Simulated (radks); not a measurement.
# Se⁺ in [Ar] 3d10 4s2 4p3: an all-electron calculation

An exercise on one series of results from a longer session: the logs are not shown, and one member is left open.

Method: scalar-relativistic Kohn-Sham, BLYP, spin-polarised, spherical densities, point nucleus; open shells are filled with parallel spins first. Code: radks (a radial shooting solver on a logarithmic mesh, Libxc functionals) version 1.

**The atom as given**

```
element       : selenium (Z = 34)
charge        : +1
electrons     : 33
configuration : [Ar] 3d10 4s2 4p3
```

The outer shells:

Se⁺
```
[Ar] core
3d [↑↓][↑↓][↑↓][↑↓][↑↓]
4s [↑↓]
4p [↑ ][↑ ][↑ ]
```

The first run:

The run's settings:

```text
Z 34
configuration [Ar] 3d10 4s2 4p3
relativity scalar-relativistic
functional b88,lyp
spin polarised
nucleus point
c 137.035999084
```

Among the steps run: Self-consistent calculation.

One of the session's tables, all rows but one given; the rest of the session is left out.

It belongs to the step «Orbitals and density». Radial moments (bohr):

| level | <r> | outermost maximum (interpolated) | 90 % within | nodes |
| --- | --- | --- | --- | --- |
| 1s up | 0.04408 | 0.0288 | 0.0788 | 0 |
| 1s down | 0.04408 | 0.0288 | 0.0788 | 0 |
| 2s up | 0.1960 | 0.164 | 0.303 | 1 |
| 2s down | 0.1959 | 0.164 | 0.303 | 1 |
| 2p up | 0.1711 | 0.132 | 0.279 | 0 |
| 2p down | 0.1711 | 0.132 | 0.279 | 0 |
| 3s up | 0.5743 | 0.502 | 0.857 | 2 |
| 3s down | 0.5741 | 0.502 | 0.856 | 2 |
| 3p up | 0.5899 | 0.500 | 0.903 | 1 |
| 3p down | 0.5895 | 0.500 | 0.902 | 1 |
| 3d up | 0.6319 | 0.452 | 1.05 | 0 |
| 3d down | 0.6286 | 0.452 | 1.04 | 0 |
| 4s up | 1.741 | 1.50 | 2.58 | 3 |
| 4s down | 1.745 | 1.48 | 2.60 | 3 |
| 4p up | 2.101 | 1.74 | 3.18 | 2 |
| 4p down | ? | ? | ? | ? |

**Question.** Estimate the row for 4p down.

As computed: <r>: 2.166; outermost maximum (interpolated): 1.75; 90 % within: 3.33; nodes: 2. In the column «<r>» it is the highest.

Caveats from the session: Open shells are spherical and high-spin; term and fine-structure splittings are not resolved.
